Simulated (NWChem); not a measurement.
**One shape, several levels: BClF2 (chlorodifluoroborane)**

We compute a comparison of 3 runs (B2PLYP/aug-cc-pVDZ, CAM-B3LYP/aug-cc-pVDZ, wB97X/aug-cc-pVDZ) of BClF2 (chlorodifluoroborane). 

The results are computed with NWChem 7.3.0.

## (1) Starting point

BClF2 has 4 atoms, charge 0, and is taken as a singlet. As SMILES, `FB(F)Cl`. The shape is that of a PBE0-D4/def2-TZVP optimisation.

Bond lengths: F1–B2 1.310 Å, B2–F3 1.310 Å, B2–Cl4 1.740 Å. Angles: F1–B2–F3 119.0°, F1–B2–Cl4 120.5°, F3–B2–Cl4 120.5°.

## (2) The energy at B2PLYP/aug-cc-pVDZ (run 1)

work.nw reads:

```
start work
title "BClF2"
memory stack 880 mb heap 220 mb global 1100 mb

geometry units angstroms noautosym nocenter noautoz
F     -0.173700    -1.254300    -0.546300
B     -0.067100    -0.041300    -0.062000
F     -1.011600     0.830100    -0.317700
Cl     1.307900     0.405300     0.905700
end

basis spherical bse
* library aug-cc-pVDZ
end

dft
xc hfexch 0.53 becke88 0.47 lyp 0.73 mp2 0.27
dftmp2 semidirect
mult 1
grid fine
convergence energy 1e-08
iterations 100
mulliken
end

mp2
freeze core 8
end

task dft
```

The run is started by

```sh
$ nwchem work.nw > work.out
```

Output:

```text
[...]
          Wavefunction type:  closed shell.
          No. of atoms     :     4
          No. of electrons :    40
[...]
          Charge           :     0
          Spin multiplicity:     1
[...]
          AO basis - number of functions:    96
[...]
              XC Information
              --------------
                     Hartree-Fock (Exact) Exchange  0.530
                    Becke 1988 Exchange Functional  0.470
              Lee-Yang-Parr Correlation Functional  0.730
[...]
 d= 0,ls=0.0,diis     1   -684.3450779212 -8.26D+02  1.05D-02  6.85D-01     3.4
[...]
 d= 0,ls=0.0,diis     8   -684.4233241359 -5.29D-09  7.48D-07  8.28D-09    19.9
         Total DFT energy =     -684.423324135930
      One electron energy =    -1229.429180456322
           Coulomb energy =      455.712844875673
    Exchange-Corr. energy =      -52.843299604066
 Nuclear repulsion energy =      142.136311048785
[...]
      Total Density - Mulliken Population Analysis
     ---------------------------------------------
    Atom       Charge   Shell Charges
 -----------   ------   -------------------------------------------------------
    1 F    9     9.39   2.01  0.90  0.98  0.16  3.36  1.88  0.11  0.01  0.01
    2 B    5     4.03   2.02  0.52 -0.17 -0.01  1.42 -0.09 -0.01  0.35  0.00
    3 F    9     9.39   2.01  0.90  0.98  0.16  3.36  1.88  0.11  0.01  0.01
    4 Cl  17    17.18   2.00  2.03  0.95  0.94  0.05  6.00  3.09  2.01  0.06  0.02  0.02
[...]
  Basis functions       =     96
[...]
```

Run time: 26 s. Hardware: 1 thread of Intel Xeon Platinum 8488C (Sapphire Rapids), shared host; peak memory 0.26 GiB.

## (3) Energy and forces at CAM-B3LYP/aug-cc-pVDZ (run 2)

mymol.nw reads:

```
start mymol
memory 2200 mb
geometry noautosym nocenter noautoz
F       -0.173700      -1.254300      -0.546300
B       -0.067100      -0.041300      -0.062000
F       -1.011600       0.830100      -0.317700
Cl       1.307900       0.405300       0.905700
end
basis spherical bse
* library aug-cc-pVDZ
end
dft
xc xcamb88 1.00 lyp 0.81 vwn_5 0.19 hfexch 1.00
cam 0.33 cam_alpha 0.19 cam_beta 0.46
grid fine
convergence energy 1e-08
direct
maxiter 100
mulliken
end
task dft gradient
```

The run is started by

```sh
$ nwchem mymol.nw > mymol.out
```

Output:

```text
[...]
          Wavefunction type:  closed shell.
          No. of atoms     :     4
          No. of electrons :    40
[...]
          Charge           :     0
          Spin multiplicity:     1
[...]
          AO basis - number of functions:    96
[...]
              XC Information
              --------------
                     Hartree-Fock (Exact) Exchange  1.000
                   CAM-Becke88 Exchange Functional  1.000
                      VWN V Correlation Functional  0.190 local
              Lee-Yang-Parr Correlation Functional  0.810
[...]
 d= 0,ls=0.0,diis     1   -684.7870567813 -8.27D+02  1.42D-02  8.73D-01     6.5
[...]
 d= 0,ls=0.0,diis     9   -684.8809948073 -2.65D-09  2.94D-07  5.87D-10    51.2
         Total DFT energy =     -684.880994807349
      One electron energy =    -1229.341117121848
           Coulomb energy =      455.584632692680
    Exchange-Corr. energy =      -53.260821426966
 Nuclear repulsion energy =      142.136311048785
[...]
  wavefunction    = closed shell
[...]
                         DFT ENERGY GRADIENTS
    atom               coordinates                        gradient
                 x          y          z           x          y          z
   1 F      -0.328245  -2.370283  -1.032357    0.001095   0.011721   0.004712
   2 B      -0.126801  -0.078046  -0.117163   -0.007043  -0.002156  -0.004897
   3 F      -1.911647   1.568662  -0.600366    0.009285  -0.008482   0.002537
   4 Cl      2.471573   0.765906   1.711525   -0.003337  -0.001083  -0.002353
[...]
```

Wall time 86 s (1 thread of Intel Xeon Platinum 8488C (Sapphire Rapids), shared host); peak memory 0.12 GiB.

## (4) Energy and forces at wB97X/aug-cc-pVDZ (run 3)

run.py reads:

```python
from ase import Atoms
from ase.calculators.nwchem import NWChem

mol = Atoms(['F', 'B', 'F', 'Cl'], positions=[
    [-0.173700, -1.254300, -0.546300],
    [-0.067100, -0.041300, -0.062000],
    [-1.011600, 0.830100, -0.317700],
    [1.307900, 0.405300, 0.905700],
])

calc = NWChem(
    label='bclf2',
    theory='dft',
    memory='2200 mb',
    basis='aug-cc-pVDZ',
    basispar='spherical bse',
    dft={'xc': 'wb97x', 'mult': '1', 'grid': 'fine', 'convergence': 'energy 1e-08', 'iterations': '100', 'mulliken': None},
)
mol.calc = calc

forces = mol.get_forces()
print(f"energy = {mol.get_potential_energy():.6f} eV")
print("forces (eV/A):")
for s, f in zip(mol.symbols, forces):
    print(f"{s:2s} {f[0]:10.5f} {f[1]:10.5f} {f[2]:10.5f}")
print("dipole (e A):", mol.get_dipole_moment().round(4))
```

The run is started by

```sh
$ export ASE_NWCHEM_COMMAND="nwchem PREFIX.nwi > PREFIX.nwo"
$ python run.py
```

Output:

```text
energy = -18636.351511 eV
forces (eV/A):
F    -0.06191   -0.87561   -0.34041
B     0.52846    0.16486    0.36885
F    -0.67589    0.64283   -0.17597
Cl    0.20929    0.06793    0.14753
dipole (e A): [0.0271 0.009  0.0192]
```

The calculator wrote bclf2.nwi:

```
title "bclf2"

permanent_dir bclf2

scratch_dir bclf2

start bclf2

geometry units angstrom nocenter noautosym noautoz
  F  -1.7369999999999999e-01 -1.2543000000000000e+00 -5.4630000000000001e-01
  B  -6.7100000000000007e-02 -4.1300000000000003e-02 -6.2000000000000000e-02
  F  -1.0116000000000001e+00 8.3009999999999995e-01 -3.1769999999999998e-01
  Cl 1.3079000000000001e+00 4.0529999999999999e-01 9.0569999999999995e-01
end

memory 2200 mb

basis spherical bse noprint
   * library aug-cc-pVDZ
end

dft
  xc wb97x
  mult 1
  grid fine
  convergence energy 1e-08
  iterations 100
  mulliken
end

task dft gradient
```

bclf2.nwo:

```text
Northwest Computational Chemistry Package (NWChem) 7.3.0
             --------------------------------------------------------

           Job information
           ---------------

    nwchem branch   = 7.3.0
    use scalapack   = T
    input           = bclf2.nwi
    prefix          = bclf2.
    data base       = bclf2/bclf2.db
    status          = startup
    nproc           =        1

           Memory information
           ------------------

[... 5 lines left out ...]
    hardfail = no
[... 92 lines left out ...]
  convergence criterion.
[... 48 lines left out ...]
          Spatial weights used:  Erf1
[... 32 lines left out ...]
 1-e energy   =   -1228.005460
[... 41 lines left out ...]
           Coulomb energy =      455.632005858982
[... 741 lines left out ...]
          Convergence on density requested:  1.00D-05
[... 33 lines left out ...]
          total energy or number of iterations.
[... 41 lines left out ...]
                 ----------------------------------------
                 |  Time  |  1-e(secs)   |  2-e(secs)   |
                 ----------------------------------------
                 |  CPU   |       0.01   |      35.39   |
                 ----------------------------------------
                 |  WALL  |       0.01   |      35.39   |
                 ----------------------------------------

 Task  times  cpu:       90.1s     wall:       90.1s
 Total times  cpu:       90.1s     wall:       90.1s
```

Wall time 92 s (1 thread of Intel Xeon Platinum 8488C (Sapphire Rapids), shared host); peak memory 0.12 GiB.

## (5) The series

| run | level | task | frozen core orbitals | energy (Eh) | dipole moment (D) | HOMO energy (eV) | LUMO energy (eV) | wall time |
| --- | --- | --- | --- | --- | --- | --- | --- | --- |
| 1 | B2PLYP/aug-cc-pVDZ | energy | 8 | -684.627394 | 0.24 | -11.27 | 0.36 | 26 s |
| 2 | CAM-B3LYP/aug-cc-pVDZ | gradient | – | -684.880995 | 0.21 | -11.37 | 0.32 | 86 s |
| 3 | wB97X/aug-cc-pVDZ | gradient | – | -684.873291 | 0.17 | -12.46 | 1.42 | 92 s |

## (6) Results

```
                       quantity          value
            run 3: total energy  -684.87329 Eh
           run 3: dipole moment         0.17 D
             run 3: HOMO energy      -12.46 eV
             run 3: LUMO energy        1.42 eV
           run 3: HOMO–LUMO gap       13.88 eV
run 3: largest force on an atom     0.949 eV/Å
```

The dipole moment (its size) runs from 0.17 D (wB97X/aug-cc-pVDZ) to 0.24 D (B2PLYP/aug-cc-pVDZ). A double hybrid's value is that of its SCF part. The HOMO–LUMO gap runs from 11.63 eV (B2PLYP/aug-cc-pVDZ) to 13.88 eV (wB97X/aug-cc-pVDZ). Totals of different functionals can't be ranked against each other. All runs together took 3.4 min, the longest 92 s.
